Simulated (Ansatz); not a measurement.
# Hydrogen-ended wire of Ge, Ge17SnH24, with Sn started on a Ge site, part 2 of 2

Ansatz 0.2.0, PAW. The steps go on from the part before.

**3. HSE06 single point**

File in.yaml:

```yaml
crystal:
  lattice:
    - [13.010765, -13.010765, 0.000000]
    - [0.000000, 0.000000, 18.400000]
    - [-8.513388, -8.513388, 0.000000]
  atoms:
    - { symbol: Ge, position: [0.499806, 0.493837, 0.327842] }
    - { symbol: Ge, position: [0.499978, 0.567173, 0.837519] }
    - { symbol: Ge, position: [0.500064, 0.567139, 0.161756] }
    - { symbol: Ge, position: [0.499853, 0.493894, 0.671401] }
    - { symbol: Ge, position: [0.499937, 0.490214, 0.999623] }
    - { symbol: Ge, position: [0.621917, 0.346803, 0.832162] }
    - { symbol: Ge, position: [0.377634, 0.350592, 0.499707] }
    - { symbol: Ge, position: [0.623370, 0.347439, 0.167075] }
    - { symbol: Ge, position: [0.609925, 0.421467, 0.667523] }
    - { symbol: Ge, position: [0.389471, 0.421817, 0.331541] }
    - { symbol: Ge, position: [0.610694, 0.418903, 0.999409] }
    - { symbol: Ge, position: [0.376357, 0.347714, 0.832037] }
    - { symbol: Ge, position: [0.621195, 0.349976, 0.499532] }
    - { symbol: Ge, position: [0.377848, 0.346963, 0.167051] }
    - { symbol: Ge, position: [0.389253, 0.422291, 0.667444] }
    - { symbol: Ge, position: [0.610130, 0.421797, 0.331836] }
    - { symbol: Ge, position: [0.389063, 0.419072, 0.999806] }
    - { symbol: Sn, position: [0.500134, 0.579031, 0.499592] }
    - { symbol: H, position: [0.432217, 0.616660, 0.838370] }
    - { symbol: H, position: [0.567846, 0.616510, 0.838298] }
    - { symbol: H, position: [0.432395, 0.616752, 0.160865] }
    - { symbol: H, position: [0.568032, 0.616344, 0.161108] }
    - { symbol: H, position: [0.424598, 0.634356, 0.499601] }
    - { symbol: H, position: [0.576230, 0.633587, 0.499404] }
    - { symbol: H, position: [0.562086, 0.288204, 0.831368] }
    - { symbol: H, position: [0.696076, 0.307583, 0.831026] }
    - { symbol: H, position: [0.302838, 0.312530, 0.499750] }
    - { symbol: H, position: [0.436317, 0.290832, 0.499983] }
    - { symbol: H, position: [0.564868, 0.287516, 0.168042] }
    - { symbol: H, position: [0.698379, 0.309847, 0.168162] }
    - { symbol: H, position: [0.673553, 0.476505, 0.668529] }
    - { symbol: H, position: [0.325976, 0.476996, 0.329919] }
    - { symbol: H, position: [0.673521, 0.474873, 0.998557] }
    - { symbol: H, position: [0.301480, 0.309866, 0.831123] }
    - { symbol: H, position: [0.435079, 0.288008, 0.830748] }
    - { symbol: H, position: [0.562057, 0.290668, 0.499377] }
    - { symbol: H, position: [0.695698, 0.311347, 0.499649] }
    - { symbol: H, position: [0.303872, 0.307398, 0.167939] }
    - { symbol: H, position: [0.437952, 0.288645, 0.168081] }
    - { symbol: H, position: [0.325991, 0.477755, 0.668126] }
    - { symbol: H, position: [0.673543, 0.477097, 0.331693] }
    - { symbol: H, position: [0.326309, 0.475116, 0.000745] }
kpoints:
  mp_grid: { grid: [1, 1, 1] }
hamiltonian:
  xc: hse06
scf:
  occupations: { method: fermi_dirac, width: 0.01 }
output:
  forces: true
  eigenvalues: true
  populations: true
  eigenstates: { kpoints: [[0, 0, 0]], e_range: [-6.0, 6.0], localisation: true }
```

The run is started by

```bash
$ ansatz run in.yaml --threads 2 --pin off --max-ram 30400MiB --runs-dir r --events-out ev --progress --plain --backend cuda --devices 0, --max-vram 18GiB
```

The log of the run:

```text
Pseudopotentials: kind: paw
Functional definition: HSE06
  parameter a = 0.25
  parameter omega = 0.11/bohr
  exchange = pbe_x - a*pbe_x_sr(omega) + a*exact_x_sr(omega)
  correlation = pbe_c
Crystal: 42 atoms, lattice volume = 4076.177 Å³
Basis set: ecut = 420 eV, 79661 PW (Γ), exchange–correlation on 250×250×162 points (8 copies of the dense FFT grid, shifted against one another)
Bands: 180, of which v1, the nominal top of the filled ones, is band 138 counted from 1 (137 counted from 0)
Symmetry: 1 space group operations
Space group: P1 (ITA 1), of the structure as read, at distance tolerance 1.6e-4 Å
k-points: 1
Non-local potential: Ge, projectors of the file, l = 0: 2, l = 1: 2, l = 2: 3, l = 3: 1
Non-local potential: Sn, projectors of the file, l = 0: 2, l = 1: 2, l = 2: 2, l = 3: 2
Non-local potential: H, projectors of the file, l = 0: 2, l = 1: 1
PAW form: soft (Blöchl's): semilocal exchange-correlation on the pseudo side does not see the compensation charge
PAW frozen core: Ge, regenerated for the run's functional, and the local potential with it (the file was generated under x = pbe(κ = 0.804, μ = 0.2195149727645171), c = pbe(β = 0.06672455060314922))
PAW frozen core: Sn, regenerated for the run's functional, and the local potential with it (the file was generated under x = pbe(κ = 0.804, μ = 0.2195149727645171), c = pbe(β = 0.06672455060314922))
PAW one-centre angular grid: Ge, 590 points (default); XC on 64 Gauss nodes
PAW one-centre angular grid: Sn, 590 points (default); XC on 64 Gauss nodes
PAW one-centre angular grid: H, 110 points (default); XC on 64 Gauss nodes
Initial density: superposition of atomic densities (neutral atoms: chi_scale 0, normalization atom), corrected by the library's trained network
Initial wavefunctions: pseudopotential atomic-orbital guess
Functional: x = pbe(κ = 0.804, μ = 0.2195149727645171), c = pbe(β = 0.06672455060314922), warm-up for x = pbe(κ = 0.804, μ = 0.2195149727645171) + 0.25 (exact − pbe) at short range (hse, ω = 0.20786987370883472 Å⁻¹), c = pbe(β = 0.06672455060314922); HSE06 as pw.x's `hse` composes it (authors' and Libxc's form: `xc: wpbeh`)
SCF iter   1: F=—  HF=-79413.262848 eV  |F-HF|=—  |Δ(HF+E_count)|=         —  Δρ=1.04e-3  dr2=6.54e-2  ethr=1.77e-3  ⟨swp⟩=18.0  Hψ=921  notcnv=0
preconditioner: auto → none  [insulator: Δε(μ)=2.227 eV  Ē_g=9.203 eV  σ=0.010 eV  W_gap=1.00  n_scr=350 (ndim 8)  ℏωp=5.7 eV  f_vac=0.803  D(μ)=0.00/eV (n_scr^D=0)]
SCF iter   2: F=—  HF=-79413.273706 eV  |F-HF|=—  |Δ(HF+E_count)|=   1.09e-2  Δρ=5.08e-4  dr2=1.78e-2  ethr=2.37e-5  ⟨swp⟩=12.0  Hψ=599  notcnv=0
SCF iter   3: F=—  HF=-79413.277998 eV  |F-HF|=—  |Δ(HF+E_count)|=   4.29e-3  Δρ=2.50e-4  dr2=8.54e-3  ethr=6.46e-6  ⟨swp⟩=11.0  Hψ=580  notcnv=0
iter 4 solved again at ethr=1.19e-7 eV; its pass at ethr=3.10e-6 eV (dr2=3.28e-4 eV) is discarded
SCF iter   4: F=-79413.278726 eV  HF=-79413.278457 eV  |F-HF|=2.69e-4  |Δ(HF+E_count)|=   4.59e-4  Δρ=7.50e-5  dr2=3.38e-4  ethr=1.19e-7  ⟨swp⟩=3.0  Hψ=880  notcnv=0
SCF 1 stopped early in 4 iterations: F = -79413.278726 eV  dr2 = 3.38e-4
Initial density: handed on by an earlier stage of this run
Initial wavefunctions: those handed on with the density
Functional: x = pbe(κ = 0.804, μ = 0.2195149727645171) + 0.25 (exact − pbe) at short range (hse, ω = 0.20786987370883472 Å⁻¹), c = pbe(β = 0.06672455060314922); HSE06 as pw.x's `hse` composes it (authors' and Libxc's form: `xc: wpbeh`)
Exchange kernel: α = 0.2500, screened, ω = 0.2079 Å⁻¹, Wigner–Seitz truncation, v(0) = 1021.2746 eV·Å³, q-mesh 1×1×1, nearest image of the exchange supercell L = 12.04 Å, pair-density grid 80×80×54, without the augmentation charges, whose exchange is taken in its separable form (sized by the pseudopotential files, 125×125×81 at the most)
Frozen-core exchange: fock
SCF iter   1: F=—  HF=-79433.661218 eV  |F-HF|=—  |Δ(HF+E_count)|=         —  Δρ=3.81e-3  dr2=2.03e-1  ethr=1.22e-6  ⟨swp⟩=18.0  Hψ=1168  notcnv=0
preconditioner: auto → none  [insulator: Δε(μ)=2.967 eV  Ē_g=10.417 eV  σ=0.010 eV  W_gap=1.00  n_scr=350 (ndim 8)  ℏωp=5.7 eV  f_vac=0.803  D(μ)=0.00/eV (n_scr^D=0)]
SCF iter   2: F=—  HF=-79433.495190 eV  |F-HF|=—  |Δ(HF+E_count)|=   1.66e-1  Δρ=1.01e-3  dr2=2.04e-2  ethr=1.22e-6  ⟨swp⟩=18.0  Hψ=781  notcnv=0
SCF iter   3: F=—  HF=-79433.570713 eV  |F-HF|=—  |Δ(HF+E_count)|=   7.55e-2  Δρ=8.25e-4  dr2=8.22e-3  ethr=1.22e-6  ⟨swp⟩=8.0  Hψ=767  notcnv=0  defer=6
SCF iter   4: F=—  HF=-79433.569330 eV  |F-HF|=—  |Δ(HF+E_count)|=   1.38e-3  Δρ=2.96e-4  dr2=1.28e-3  ethr=1.22e-6  ⟨swp⟩=13.0  Hψ=505  notcnv=0
SCF iter   5: F=—  HF=-79433.569357 eV  |F-HF|=—  |Δ(HF+E_count)|=   2.72e-5  Δρ=2.76e-5  dr2=2.07e-4  ethr=3.74e-7  ⟨swp⟩=15.0  Hψ=485  notcnv=0
SCF iter   6: F=-79433.570260 eV  HF=-79433.570291 eV  |F-HF|=3.07e-5  |Δ(HF+E_count)|=   9.34e-4  Δρ=3.45e-5  dr2=2.56e-5  ethr=4.86e-8  ⟨swp⟩=6.0  Hψ=569  notcnv=0
SCF 2 stopped early in 6 iterations: F = -79433.570260 eV  dr2 = 2.56e-5
  Residual-converged pass: ⟨swp⟩=4.0  Hψ=468  notcnv=0  max |occ|·‖R‖ = 5.9e-6 eV (tolerance 6.7e-6 eV)  dr2=2.56e-5  dr2_onsite=1.69e-5  max |Δocc| = 0.0e0
[... from here the SCF cycle lines were not kept, up to the last twenty ...]
hybrid outer 1: dexx = +8.721e-2 eV, tail = 3.46e-4 eV
SCF iter   1: F=—  HF=-79433.572940 eV  |F-HF|=—  |Δ(HF+E_count)|=         —  Δρ=2.19e-5  dr2=1.34e-5  ethr=6.26e-7  ⟨swp⟩=17.0  Hψ=492  notcnv=0
preconditioner: auto → none  [insulator: Δε(μ)=2.998 eV  Ē_g=10.426 eV  σ=0.010 eV  W_gap=1.00  n_scr=350 (ndim 8)  ℏωp=5.7 eV  f_vac=0.804  D(μ)=0.00/eV (n_scr^D=0)]
SCF iter   2: F=—  HF=-79433.572937 eV  |F-HF|=—  |Δ(HF+E_count)|=   2.62e-6  Δρ=5.65e-6  dr2=1.50e-6  ethr=3.90e-9  ⟨swp⟩=4.0  Hψ=475  notcnv=0
SCF iter   3: F=—  HF=-79433.572942 eV  |F-HF|=—  |Δ(HF+E_count)|=   4.65e-6  Δρ=3.01e-6  dr2=1.08e-6  ethr=3.53e-10  ⟨swp⟩=8.0  Hψ=611  notcnv=0  defer=1
SCF iter   4: F=—  HF=-79433.572942 eV  |F-HF|=—  |Δ(HF+E_count)|=   2.20e-7  Δρ=1.76e-6  dr2=4.74e-7  ethr=3.53e-10  ⟨swp⟩=5.0  Hψ=365  notcnv=0
SCF iter   5: F=—  HF=-79433.572942 eV  |F-HF|=—  |Δ(HF+E_count)|=   1.22e-7  Δρ=5.44e-7  dr2=3.88e-8  ethr=1.63e-10  ⟨swp⟩=6.0  Hψ=367  notcnv=0  defer=1
SCF iter   6: F=-79433.572942 eV  HF=-79433.572942 eV  |F-HF|=1.89e-9  |Δ(HF+E_count)|=   5.23e-8  Δρ=2.50e-7  dr2=3.23e-9  ethr=1.14e-11  ⟨swp⟩=9.0  Hψ=519  notcnv=0  defer=2
SCF 3 converged in 6 iterations: F = -79433.572942 eV  dr2 = 3.23e-9
  Residual-converged pass: ⟨swp⟩=3.0  Hψ=330  notcnv=0  max |occ|·‖R‖ = 2.0e-6 eV (tolerance 2.0e-6 eV)  dr2=3.23e-9  dr2_onsite=5.31e-10  max |Δocc| = 0.0e0
hybrid outer 2: dexx = +4.960e-6 eV, tail = 6.68e-8 eV, Δε = 6.10e-3 eV (about 1.34e-4 eV left of the loop's levels), ΔF = 4.28e-3 eV/Å (tail 5.07e-4)
NSCF: frozen V_eff on 1 k-points
hybrid SCF converged: 2 outer / 12 inner (+4 warm-up), last move |dexx| = 4.96e-6 eV, tail = 6.68e-8 eV
Stability not checked: this state was not tested for a lower state beside it, because the functional holds exact exchange (a hybrid, or Hartree-Fock), whose exchange loop this test does not read (fock_operator; see scf.lower_state_search)
Free energy (F): -79433.572942 eV
Harris-Foulkes:  -79433.572942 eV  (|F-HF|=1.89e-9)
Internal energy: -79433.572942 eV  (E = F + TS)
E sigma→0 (E₀):  -79433.572942 eV
Fermi energy:    -2.534510 eV
--- Per-component energies (eV) ---
  E_band       = -6380.273948
  E_kinetic    = 2382.362392
  E_local      = -169384.428798  (includes V_loc(G=0)·N_el)
  E_nonlocal   = 7158.414563
  E_hartree    = 80711.426764
  E_xc         = -1500.559133
  E_vxc        = -1170.841134  (∫ρ·V_xc dr)
  E_exx        = -1006.674259  (= α·E_x^exact, valence–valence)
  E_paw        = -37903.332258  (= ΣΔE_a)
  E_vpaw       = -4775.268087  (= ΣTr[D̂ρ^β])
  E_aug_tail   = -0.024712  (compensation charges beyond the density's cutoff)
  E_ewald      = 40115.194980
  E_core_change = -5.952479  (= ΣΔE_core)
  E_smearing   = -0.000000  (= −TS)
  E_closure    = -0.000002  (closes the sum)
  Σ components = -79433.572942   (vs F -79433.572942, Δ=1.46e-11)
--- Forces (eV/Å), atoms counted from 1 ---
  atom   1  Ge    -0.00821650    -0.00873086     0.03772016
  atom   2  Ge    -0.00208748    -0.00341272     0.17049601
  atom   3  Ge     0.00189989     0.00312554     0.17110643
  atom   4  Ge     0.00818622     0.00949574     0.03893246
  atom   5  Ge     0.00010381     0.00069524     0.03935258
  atom   6  Ge     0.02637550    -0.03077869    -0.19726963
  atom   7  Ge    -0.02921061     0.02994557    -0.19010388
  atom   8  Ge     0.03587888    -0.02946555    -0.19752870
  atom   9  Ge     0.10473840    -0.09708382     0.09394033
  atom  10  Ge    -0.10640143     0.09710502     0.09359514
  atom  11  Ge     0.10249366    -0.10416972     0.08886956
  atom  12  Ge    -0.03629803     0.02804295    -0.19593820
  atom  13  Ge     0.02667392    -0.02921623    -0.19054724
  atom  14  Ge    -0.02286341     0.03067764    -0.19817419
  atom  15  Ge    -0.09895753     0.10571456     0.09489007
  atom  16  Ge     0.09921410    -0.10703445     0.09548894
  atom  17  Ge    -0.10060257     0.10196157     0.08770474
  atom  18  Sn     0.00154402    -0.00073614     0.17987703
  atom  19  H      0.07730145    -0.07709959    -0.08546326
  atom  20  H     -0.07731102     0.07702567    -0.08462321
  atom  21  H      0.07746859    -0.07748371    -0.08543865
  atom  22  H     -0.07701243     0.07837022    -0.08467160
  atom  23  H      0.06331041    -0.06357750    -0.07895739
  atom  24  H     -0.06493344     0.06397558    -0.07711064
  atom  25  H      0.08936598    -0.09034624     0.09737786
  atom  26  H     -0.08387162     0.08137060     0.07827392
  atom  27  H      0.08468813    -0.08361008     0.07806263
  atom  28  H     -0.08962573     0.08967599     0.10102212
  atom  29  H      0.08722538    -0.08765889     0.09978818
  atom  30  H     -0.08338177     0.08651906     0.07710724
  atom  31  H     -0.06434923     0.06680158    -0.09760907
  atom  32  H      0.06356069    -0.06765950    -0.09684123
  atom  33  H     -0.06602457     0.06566137    -0.09901753
  atom  34  H      0.08314660    -0.08562281     0.07666605
  atom  35  H     -0.08806478     0.08789459     0.09905107
  atom  36  H      0.09053910    -0.08966409     0.10053246
  atom  37  H     -0.08286364     0.08406549     0.07846096
  atom  38  H      0.08247838    -0.08205886     0.07961772
  atom  39  H     -0.08998693     0.09121480     0.09633611
  atom  40  H      0.06715820    -0.06478180    -0.09845806
  atom  41  H     -0.06699390     0.06523036    -0.09850304
  atom  42  H      0.06564815    -0.06442121    -0.09810791
  max |Σ_I F_I| component: 9.37e-5 eV/Å
--- Band table (eV) ---
  k-point 0: bands = ["-30.9410", "-30.9408", "-30.9397", "-30.9345", "-30.9226", "-30.9208", "-30.9182", "-30.9141", "-30.9133", "-30.9078", "-30.9026", "-30.9021", "-30.8884", "-30.8811", "-30.8791", "-30.8688", "-30.8671", "-30.8634", "-30.8541", "-30.8500", "-30.8422", "-30.8204", "-30.8186", "-30.8143", "-30.8140", "-30.8113", "-30.8089", "-30.8043", "-30.7911", "-30.7869", "-30.7858", "-30.7810", "-30.7806", "-30.7803", "-30.7768", "-30.7716", "-30.7649", "-30.7597", "-30.7546", "-30.7436", "-30.7420", "-30.7417", "-30.7365", "-30.7327", "-30.7298", "-30.7277", "-30.7173", "-30.7172", "-30.7112", "-30.7067", "-30.7059", "-30.7057", "-30.7052", "-30.6952", "-30.6807", "-30.6782", "-30.6772", "-30.6760", "-30.6712", "-30.6709", "-30.6691", "-30.6660", "-30.6656", "-30.6646", "-30.6606", "-30.6593", "-30.6577", "-30.6570", "-30.6511", "-30.6434", "-30.6366", "-30.6245", "-30.6140", "-30.6133", "-30.6114", "-30.6083", "-30.6078", "-30.6055", "-30.5989", "-30.5967", "-30.5948", "-30.5820", "-30.5753", "-30.5522", "-30.5509", "-26.6425", "-26.6149", "-26.5952", "-26.5265", "-26.5260", "-16.1060", "-15.3573", "-15.2234", "-15.1516", "-14.6948", "-14.4203", "-14.4097", "-13.9827", "-13.6041", "-12.8873", "-12.5327", "-12.2991", "-12.2807", "-11.8864", "-11.5999", "-10.7539", "-10.7166", "-10.2377", "-8.4974", "-8.3518", "-8.3464", "-8.2332", "-8.0792", "-7.9813", "-7.7659", "-7.7530", "-7.7384", "-7.6778", "-7.5276", "-7.4939", "-7.4928", "-7.1459", "-7.0794", "-7.0309", "-6.8729", "-6.8455", "-6.5947", "-6.4653", "-6.3207", "-5.8607", "-5.8472", "-5.7533", "-5.6932", "-5.5997", "-5.3657", "-5.3482", "-4.7757", "-4.0337", "-1.0354", "-0.9382", "-0.7147", "-0.2282", "-0.1012", "0.0827", "0.1045", "0.1142", "0.1961", "0.3289", "0.8216", "0.8971", "0.9432", "0.9629", "0.9741", "1.0131", "1.0147", "1.0436", "1.0965", "1.1001", "1.3485", "1.5268", "1.5415", "1.5846", "1.6117", "1.7225", "1.7745", "1.8154", "1.8325", "1.8505", "1.8730", "1.8954", "1.9277", "1.9474", "2.1186", "2.1498", "2.1889", "2.1899", "2.2241", "2.2325", "2.2878", "2.3282"]
--- Löwdin populations: 42 sites ---
  site symbol       q [e]
     0     Ge     14.0854
     1     Ge     13.7953
     2     Ge     13.7953
     3     Ge     14.0853
     4     Ge     14.0038
     5     Ge     13.7999
     6     Ge     13.8006
     7     Ge     13.7997
     8     Ge     13.9079
     9     Ge     13.9077
    10     Ge     13.9101
    11     Ge     13.7998
    12     Ge     13.8006
    13     Ge     13.8000
    14     Ge     13.9081
    15     Ge     13.9083
    16     Ge     13.9101
    17     Sn     13.5088
    18      H      1.0405
    19      H      1.0405
    20      H      1.0405
    21      H      1.0405
    22      H      1.1082
    23      H      1.1083
    24      H      1.0509
    25      H      1.0369
    26      H      1.0368
    27      H      1.0510
    28      H      1.0508
    29      H      1.0369
    30      H      1.0381
    31      H      1.0381
    32      H      1.0383
    33      H      1.0369
    34      H      1.0508
    35      H      1.0510
    36      H      1.0368
    37      H      1.0369
    38      H      1.0510
    39      H      1.0381
    40      H      1.0381
    41      H      1.0383
  spilling = 0.004853 (of n_electrons = 276.000000)
```

Wall time 67 s (1 × NVIDIA H100 80GB HBM3 with 2 threads of AMD EPYC 7R13, shared host); peak host memory 5.1 GiB.

Top filled level -4.034 eV, lowest empty level -1.035 eV: 3.00 eV apart at the Γ point alone.

The states next to the gap (eigenstates.tsv), from the top filled level:

| level (eV) | spin | filling | atoms sharing it | main element | its share | largest atom |
| --- | --- | --- | --- | --- | --- | --- |
| 0.00 | both | 2.00 | 16.2 | Ge | 0.79 | – |
| 3.00 | both | 0.00 | 25.5 | Ge | 0.76 | – |
| 3.10 | both | 0.00 | 23.0 | Ge | 0.75 | – |
| 3.32 | both | 0.00 | 17.4 | Ge | 0.62 | Sn18 (0.10) |

On these atoms HSE06 leaves forces up to 0.20 eV/Å (on Ge8), as they were relaxed at another level of theory (and may have been on other k points).

**4. Results**

The summary covers parts 1 to 2.

| level | time | k points | top filled to lowest empty (eV) |
| --- | --- | --- | --- |
| PBEsol, relaxation | 37 s (GPU) | 1×1×2 | 2.17 |
| HSE06 | 67 s (GPU) | Γ | 3.00 |

| quantity | value |
| --- | --- |
| relaxation | 7 recorded steps, 1.70 eV gained |
| largest shift | 0.50 Å (H39) |
| mean bonds | Ge–Ge 2.420, Ge–H 1.544, Ge–Sn 2.595, H–Sn 1.723 Å |

Relaxation gains 1.70 eV, with shifts up to 0.50 Å (H39). Rows on different k points differ by sampling as well as by level. Spin–orbit coupling is left out, which matters for the band edges of the heavier elements here.
